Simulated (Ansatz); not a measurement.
# InH4− (triplet): from Hartree-Fock to the top rungs, def2-TZVPD

The task here is to estimate one member of a computed series from the others.

Method: def2-TZVPD, core rule «outside noble gas», up to 9 orbitals frozen; program: Ansatz 0.2.0, Gaussian basis.

The runs, in order: UHF; CCSD(T) on ROHF; CCSD(T) on UHF; BCCD(T) on ROHF; CCSDT(Q) on ROHF; CCSDT(Q) on UHF; CASSCF and MRCISD+Q, 8 electrons in 8 orbitals; CASSCF and MRCISD+Q(relaxed), 8 electrons in 8 orbitals; CASSCF and NEVPT2, 8 electrons in 8 orbitals.

2 further runs of the same task are left out: 2 set aside as unsound or not needed.

## The geometry

The geometry is a PBE0/def2-TZVPD stationary point (not a proven minimum). No spin-orbit coupling is included. Elements past krypton take def2 core potentials.

5 atoms, charge -1, spin multiplicity 3.

Atoms are counted from 1 here; the program's logs count them from 0.

Bond lengths: In1–H2 1.786 Å, In1–H3 1.786 Å, In1–H4 1.786 Å, In1–H5 1.786 Å. Angles: H2–In1–H3 90.0°, H2–In1–H4 180.0°, H2–In1–H5 90.0°, H3–In1–H4 90.0°, H3–In1–H5 180.0°, H4–In1–H5 90.0°.

The first run:

The input, in.yaml:

```yaml
crystal:
  periodic: [false, false, false]
  atoms:
    - {symbol: In, position_ang: [0.000000, 0.000000, 0.000000]}
    - {symbol: H, position_ang: [1.263100, 0.000000, 1.263100]}
    - {symbol: H, position_ang: [-1.263100, 0.000000, 1.263100]}
    - {symbol: H, position_ang: [-1.263100, 0.000000, -1.263100]}
    - {symbol: H, position_ang: [1.263100, 0.000000, -1.263100]}
basis:
  gaussian: {orbitals: def2-TZVPD}
total_charge: -1
magnetization: {spin_polarized: true, initial_magnetization: 2}
hamiltonian: {xc: hf}
output: {orbitals: {seedname: orbitals}}
```

Launch:

```console
ansatz run in.yaml --threads 1 --pin off --events-out ev --progress --plain --max-ram 4096MiB --backend cpu
```

Steps of the session up to this table: UHF; CCSD(T) on ROHF; CCSD(T) on UHF; BCCD(T) on ROHF; CCSDT(Q) on ROHF; CCSDT(Q) on UHF; CASSCF and MRCISD+Q, 8 electrons in 8 orbitals; CASSCF and MRCISD+Q(relaxed), 8 electrons in 8 orbitals; CASSCF and NEVPT2, 8 electrons in 8 orbitals.

One table of the session follows, with a row left open; its other results are not shown here.

```
                   method  from UCCSDT(Q) (meV)
                     ROHF               +4404.9
                      UHF               +4147.6
                     RMP2               +1016.8
                     UMP2                     ?
                    RCCSD                +195.3
                    UCCSD                +181.1
                 RCCSD(T)                 +49.8
                 UCCSD(T)                 +43.3
                  BCCD(T)                 +50.5
                   RCCSDT                 +14.9
                   UCCSDT                  +5.8
                RCCSDT(Q)                  +9.1
                UCCSDT(Q)                     0
           CASSCF valence               +2696.1
           NEVPT2 valence                +755.2
           MRCISD valence                +193.0
         MRCISD+Q valence                 +15.5
MRCISD+Q(relaxed) valence                  -3.4
```

**Question.** Estimate the row for UMP2.

**Answer.** from UCCSDT(Q) (meV): +1054.5. In the column «from UCCSDT(Q) (meV)» it lies between RMP2 (+1016.8) and CASSCF valence (+2696.1).

Caveats from the session: Restricted and unrestricted rows rest on different reference determinants; where their highest levels disagree by more than a few hundredths of an eV, they describe different states and don't form one ladder.
